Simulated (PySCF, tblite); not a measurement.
# C4H5F4S radical: geometry, infrared bands and EPR parameters

Aim: predict the infrared bands and EPR parameters of C4H5F4S radical (`FC[C](S)CC(F)(F)F`).

The runs use tblite 0.8.0 and PySCF 2.14.0, with density-fitted response routines of our own; the level of theory stands in each step. All values are computed, except where a source is named. Atoms are numbered from 0 throughout.

## (1) The starting structure

14 atoms, charge 0, multiplicity 2; geometry from: force field or distance geometry start.

Bonds of the start (Å): F0–C1 1.35, C1–C2 1.49, C2–S3 1.74, C2–C4 1.50, C4–C5 1.51, C5–F6 1.35, C5–F7 1.36, C5–F8 1.36, C1–H9 1.09, C1–H10 1.10, S3–H11 1.35, C4–H12 1.09, C4–H13 1.10.

## (2) Relaxing the molecule with GFN2-xTB

What the job is given:

```
{"job": {"kind": "relax", "xc": "GFN2-xTB", "basis": "xTB"}, "charge": 0, "multiplicity": 2}
F     -2.569100     0.022800     0.944300
C     -1.229900     0.189700     0.904600
C     -0.658900    -0.141700    -0.435100
S     -1.599500    -1.042500    -1.593300
C      0.704600     0.353200    -0.804900
C      1.790600    -0.021200     0.175600
F      1.879500    -1.352400     0.349800
F      1.574800     0.547100     1.391400
F      3.005700     0.412400    -0.248900
H     -1.019800     1.223600     1.186800
H     -0.800100    -0.474700     1.674100
H     -2.742300    -1.139000    -0.872700
H      0.990000    -0.024200    -1.789200
H      0.673600     1.446400    -0.904600
```

Command:

```bash
> OMP_NUM_THREADS=1 python probes_run.py task.json out
```

This one command runs all jobs of the session in turn.

**Question.** This job is followed by: GFN2-xTB harmonic vibrations, gas phase; UKS B3LYP, pcH-1 on C F H S, non-relativistic, mean-field spin-orbit, GIAO. Predict these results of the whole session: strongest single infrared mode (GFN2-xTB); zero-point energy (GFN2-xTB); g(iso) (B3LYP); ⟨S²⟩; largest a(iso) (averaged by class); potential on the surface of density 0.002 e/bohr³, 1st and 99th percentile.

The runs gave:

| quantity | value |
| --- | --- |
| strongest single infrared mode (GFN2-xTB) | 1062 cm⁻¹, 287 km/mol |
| zero-point energy (GFN2-xTB) | 52.6 kcal/mol |
| g(iso) (B3LYP) | 2.00456 |
| ⟨S²⟩ | 0.754 (exact 0.75) |
| largest a(iso) (averaged by class) | 19F on F0, 119.5 MHz |
| potential on the surface of density 0.002 e/bohr³, 1st and 99th percentile | -0.83 V and 1.35 V |

Relaxing lowered the energy by 0.124 eV in 98 steps; the close pair that moved most is F0–C1, from 1.350 to 1.383 Å. All 36 modes are real, so the xTB geometry is a minimum. The strongest single mode, at 1062 cm⁻¹, moves mainly C5. Unscaled tight-binding wavenumbers are off by several per cent, some by more. Its intensities can rank the bands wrongly. C2 carries the largest spin population, 0.79 e. The isotropic g lies 2.2 ppt above the free-electron value.
